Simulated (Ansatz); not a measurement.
**RuCl+ (septet): from Hartree-Fock to the top rungs, def2-SVP**

The task here is to estimate one member of a computed series from the others.

The runs use Ansatz 0.2.0, Gaussian basis; def2-SVP, core rule «outside noble gas», up to 9 orbitals frozen.

Plan: UHF; CCSD(T) on ROHF; CCSD(T) on UHF; CISD as a restricted active space (open shells left free, so some higher excitations enter); CCSDT(Q) on ROHF; CCSDT(Q) on UHF; CASSCF and MRCISD+Q, 14 electrons in 10 orbitals; CASSCF and NEVPT2, 14 electrons in 10 orbitals.

14 further runs of the same task are left out: 4 that didn't finish, 10 set aside as unsound or not needed. Runs told in other sessions of the task aren't counted.

### What is computed

The geometry is a PBE0/def2-TZVP stationary point (not a proven minimum) of the parent state, kept for this charge and spin. No spin-orbit coupling is included. Elements past krypton take def2 core potentials.

2 atoms, charge 1, spin multiplicity 7.

Atoms are counted from 1 here; the program's logs count them from 0.

Bond lengths: Ru1–Cl2 2.280 Å.

Set-up of the first run:

The input, in.yaml:

```yaml
crystal:
  periodic: [false, false, false]
  atoms:
    - {symbol: Ru, position_ang: [0.000000, 0.000000, 0.000000]}
    - {symbol: Cl, position_ang: [0.000000, 0.000000, 2.280400]}
basis:
  gaussian: {orbitals: def2-SVP}
total_charge: 1
magnetization: {spin_polarized: true, initial_magnetization: 6}
hamiltonian: {xc: hf}
output: {orbitals: {seedname: orbitals}}
```

Run with:

```bash
ansatz run in.yaml --threads 1 --pin off --events-out ev --progress --plain --max-ram 2393MiB
```

Steps of the session up to this table: UHF; CCSD(T) on ROHF; CCSD(T) on UHF; CISD as a restricted active space (open shells left free, so some higher excitations enter); CCSDT(Q) on ROHF; CCSDT(Q) on UHF; CASSCF and MRCISD+Q, 14 electrons in 10 orbitals; CASSCF and NEVPT2, 14 electrons in 10 orbitals.

One table of the session follows, with a row left open; its other results are not shown here.

It belongs to the step «Misses and costs». 

```
          method  from RCCSDT(Q) (kJ/mol)
            ROHF                   +720.8
             UHF                        ?
            RMP2                   +108.8
            UMP2                   +102.2
            CISD                    +89.7
           RCCSD                    +40.1
           UCCSD                    +38.5
        RCCSD(T)                     +5.2
        UCCSD(T)                     +4.6
          RCCSDT                     +1.8
          UCCSDT                     +0.4
       RCCSDT(Q)                        0
       UCCSDT(Q)                     -6.3
  CASSCF valence                   +671.4
  NEVPT2 valence                   +140.4
  MRCISD valence                    +65.3
MRCISD+Q valence                    +12.3
```

Estimate the missing values for UHF.

As computed: from RCCSDT(Q) (kJ/mol): +710.7. In the column «from RCCSDT(Q) (kJ/mol)» it lies between CASSCF valence (+671.4) and ROHF (+720.8).

Caveats from the session: Restricted and unrestricted rows rest on different reference determinants; a gap between their highest levels can come from leftover correlation error, from unlike frozen cores or from another state.
